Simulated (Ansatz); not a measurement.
# C2H7AlN radical: a ladder of functionals and wavefunction methods

One table from this session's results is given with a row withheld; the runs are named, their logs left out.

The runs use Ansatz 0.2.0, Gaussian basis; functionals in def2-TZVPP, the program's frozen cores in correlated methods.

Levels to be run: LDA (SPW92), PBE-D4, revPBE-D4, BLYP-D4, r2SCAN-D4, B97M-V, PBE0-D4, B3LYP-D4, r2SCANh-D4, r2SCAN0-D4, HSE06-D4, BHLYP-D4, CAM-B3LYP-D4, LC-ωPBE, ωB97X-V, ωB97M-V, B2PLYP, PBE-QIDH; CCSD(T)/def2-SVP; MP2/def2-TZVPP; MP2/def2-QZVPP; RPA on PBE.

1 further run of the same task is left out (it didn't finish).

## The geometry

All runs share one geometry, relaxed beforehand with PBE0-D4 in a triple-zeta def2 set.

SMILES `C[N](C)[AlH]`, 11 atoms, charge 0, spin multiplicity 2.

Atoms are counted from 1 here; the program's logs count them from 0.

Bond lengths: C1–N2 1.442 Å, C1–H5 1.099 Å, C1–H6 1.099 Å, C1–H7 1.093 Å, N2–C3 1.444 Å, N2–Al4 1.781 Å, C3–H8 1.100 Å, C3–H9 1.092 Å, C3–H10 1.100 Å, Al4–H11 1.606 Å. Angles: N2–C1–H5 111.6°, N2–C1–H6 111.6°, N2–C1–H7 110.8°, H5–C1–H6 107.2°, H5–C1–H7 107.8°, H6–C1–H7 107.8°, C1–N2–C3 112.3°, C1–N2–Al4 124.5°, C3–N2–Al4 123.2°, N2–C3–H8 111.5°, N2–C3–H9 110.7°, N2–C3–H10 111.5°, H8–C3–H9 107.9°, H8–C3–H10 107.2°, H9–C3–H10 107.9°, N2–Al4–H11 114.9°.

The first run:

File in.yaml:

```yaml
crystal:
  periodic: [false, false, false]
  atoms:
    - {symbol: C, position_ang: [-0.490438, 1.295211, -0.273981]}
    - {symbol: N, position_ang: [-0.251496, -0.125191, -0.202722]}
    - {symbol: C, position_ang: [0.881284, -0.449914, 0.632061]}
    - {symbol: Al, position_ang: [-1.228882, -1.356131, -1.040450]}
    - {symbol: H, position_ang: [0.375821, 1.831042, -0.687783]}
    - {symbol: H, position_ang: [-0.691724, 1.722048, 0.719011]}
    - {symbol: H, position_ang: [-1.351942, 1.511736, -0.910971]}
    - {symbol: H, position_ang: [0.736538, -0.096118, 1.662972]}
    - {symbol: H, position_ang: [1.038468, -1.530402, 0.667746]}
    - {symbol: H, position_ang: [1.804919, 0.012829, 0.255673]}
    - {symbol: H, position_ang: [-0.757149, -2.872109, -0.800958]}
basis:
  gaussian: {orbitals: def2-TZVPP}
magnetization: {spin_polarized: true, initial_magnetization: 1}
hamiltonian: {xc: lda}
output: {orbitals: {seedname: orbitals}}
```

Started as:

```bash
$ ansatz run in.yaml --threads 4 --pin off --events-out ev --progress --plain --max-ram 10444MiB
```

Among the steps run: LDA; PBE-D4 (GGA); revPBE-D4 (GGA); BLYP-D4 (GGA); r2SCAN-D4 (meta-GGA); B97M-V (meta-GGA); B3LYP-D4 (hybrid); r2SCANh-D4 (hybrid); r2SCAN0-D4 (hybrid); HSE06-D4 (hybrid); BHLYP-D4 (hybrid); CAM-B3LYP-D4 (range-separated); LC-ωPBE (range-separated); ωB97X-V (range-separated); ωB97M-V (range-separated); B2PLYP (double hybrid); PBE-QIDH (double hybrid).

One of the session's tables, all rows but one given; the rest of the session is left out.

It belongs to the step «Frontier levels by functional». 

| functional | HOMO (eV) | LUMO (eV) | gap (eV) |
| --- | --- | --- | --- |
| LDA (SPW92) | -4.42 | -3.17 | 1.25 |
| PBE-D4 | -4.46 | -2.84 | 1.63 |
| revPBE-D4 | -4.46 | -2.70 | 1.76 |
| BLYP-D4 | -4.26 | -2.85 | 1.41 |
| r2SCAN-D4 | -4.77 | -2.40 | 2.36 |
| B97M-V | -4.42 | -3.43 | 0.99 |
| PBE0-D4 | -5.49 | -2.02 | 3.47 |
| B3LYP-D4 | -5.23 | -2.38 | 2.85 |
| r2SCANh-D4 | -5.13 | -2.17 | 2.97 |
| r2SCAN0-D4 | ? | ? | ? |
| HSE06-D4 | -5.09 | -2.39 | 2.70 |
| BHLYP-D4 | -6.32 | -1.37 | 4.95 |
| CAM-B3LYP-D4 | -6.65 | -1.24 | 5.41 |
| LC-ωPBE | -8.02 | 0.10 | 8.13 |
| ωB97X-V | -7.56 | -0.40 | 7.16 |
| ωB97M-V | -7.11 | -0.60 | 6.51 |

Q: Estimate the row for r2SCAN0-D4 from the others.

Worked estimate for «HOMO (eV)». Against the share of exact exchange, r2SCAN-D4 (0, -4.77), r2SCANh-D4 (0.1, -5.13) give a slope of -3.60 per unit share; at 0.25 the line stands at -5.67.

As computed: HOMO (eV): -5.69; LUMO (eV): -1.83; gap (eV): 3.86. In «HOMO (eV)» the line misses by +0.02.
